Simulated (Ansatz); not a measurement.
**AlAsH (doublet): from Hartree-Fock to the top rungs at a displaced geometry (v2), cc-pVDZ**

How much of the correlation energy of AlAsH (doublet) does each wave-function method recover here?

Method: cc-pVDZ, core rule «outside noble gas», up to 19 orbitals frozen; program: Ansatz 0.2.0, Gaussian basis.

The runs, in order: UHF; CCSD(T) on ROHF; CCSD(T) on UHF; BCCD(T) on ROHF; CISD; CCSDT(Q) on ROHF; CCSDT(Q) on UHF; CASSCF and MRCISD+Q, 9 electrons in 9 orbitals; CASSCF and NEVPT2, 9 electrons in 9 orbitals.

25 further runs of the same task are left out: 4 for a known fault of the program, 1 for a mislabelled method, 11 that didn't finish, 9 set aside as unsound or not needed.

## 1. What is computed

The geometry is a PBE0/def2-TZVP stationary point (not a proven minimum) with its atoms shifted at random (size 0.100 Å). No spin-orbit coupling is included. The filled d shell of As may be among the frozen orbitals whatever the setting's name suggests; the logs give the count.

3 atoms, charge 0, spin multiplicity 2.

Atoms are counted from 1 here; the program's logs count them from 0.

Bond lengths: Al1–As2 2.256 Å, Al1–H3 1.583 Å. Angles: As2–Al1–H3 172.6°.

## 2. UHF

Contents of in.yaml:

```yaml
crystal:
  periodic: [false, false, false]
  atoms:
    - {symbol: Al, position_ang: [0.084376, 0.005225, -0.223336]}
    - {symbol: As, position_ang: [-0.080498, 0.013599, 2.026658]}
    - {symbol: H, position_ang: [-0.003878, -0.018825, -1.803322]}
basis:
  gaussian: {orbitals: cc-pVDZ}
magnetization: {spin_polarized: true, initial_magnetization: 1}
hamiltonian: {xc: hf}
output: {orbitals: {seedname: orbitals}}
```

Started as:

```bash
$ ansatz run in.yaml --threads 1 --pin off --events-out ev --progress --plain --max-ram 2393MiB
```

The runs that follow: CCSD(T) on ROHF; CCSD(T) on UHF; BCCD(T) on ROHF; CISD; CCSDT(Q) on ROHF; CCSDT(Q) on UHF; CASSCF and MRCISD+Q, 9 electrons in 9 orbitals; CASSCF and NEVPT2, 9 electrons in 9 orbitals.

**Question.** What will the summary of the whole plan be? Wanted: UCCSDT(Q) below the RHF energy; RMP2 from UCCSDT(Q); UMP2 from UCCSDT(Q); RCCSD from UCCSDT(Q); RCCSD(T) from UCCSDT(Q); UCCSD(T) from UCCSDT(Q); RCCSDT(Q) from UCCSDT(Q); NEVPT2 valence from UCCSDT(Q); MRCISD+Q valence from UCCSDT(Q).

The runs gave:

| quantity | value |
| --- | --- |
| UCCSDT(Q) below the RHF energy | -4.8555 eV |
| RMP2 from UCCSDT(Q) | +95.2 kJ/mol |
| UMP2 from UCCSDT(Q) | +99.3 kJ/mol |
| RCCSD from UCCSDT(Q) | +24.9 kJ/mol |
| RCCSD(T) from UCCSDT(Q) | +5.5 kJ/mol |
| UCCSD(T) from UCCSDT(Q) | +5.8 kJ/mol |
| RCCSDT(Q) from UCCSDT(Q) | +0.4 kJ/mol |
| NEVPT2 valence from UCCSDT(Q) | +72.5 kJ/mol |
| MRCISD+Q valence from UCCSDT(Q) | +1.3 kJ/mol |
| levels within 1 kcal/mol (43 meV) | RCCSDT, UCCSDT, RCCSDT(Q), MRCISD+Q valence |
| T1 diagnostic | 0.030 |
| effectively unpaired electrons | 1.06 |

RCCSD(T) lands +5.5 kJ/mol from the yardstick (1.2 % of the correlation energy). One determinant dominates. Of the multireference levels listed MRCISD+Q valence comes nearest in total energy (+1.3 kJ/mol), which doesn't show that its space is the better one. Coupled cluster took another determinant than the lowest Hartree-Fock one. These misses are within one basis, not against nature; the frozen cores of restricted and unrestricted runs differ, which can shift their rows.
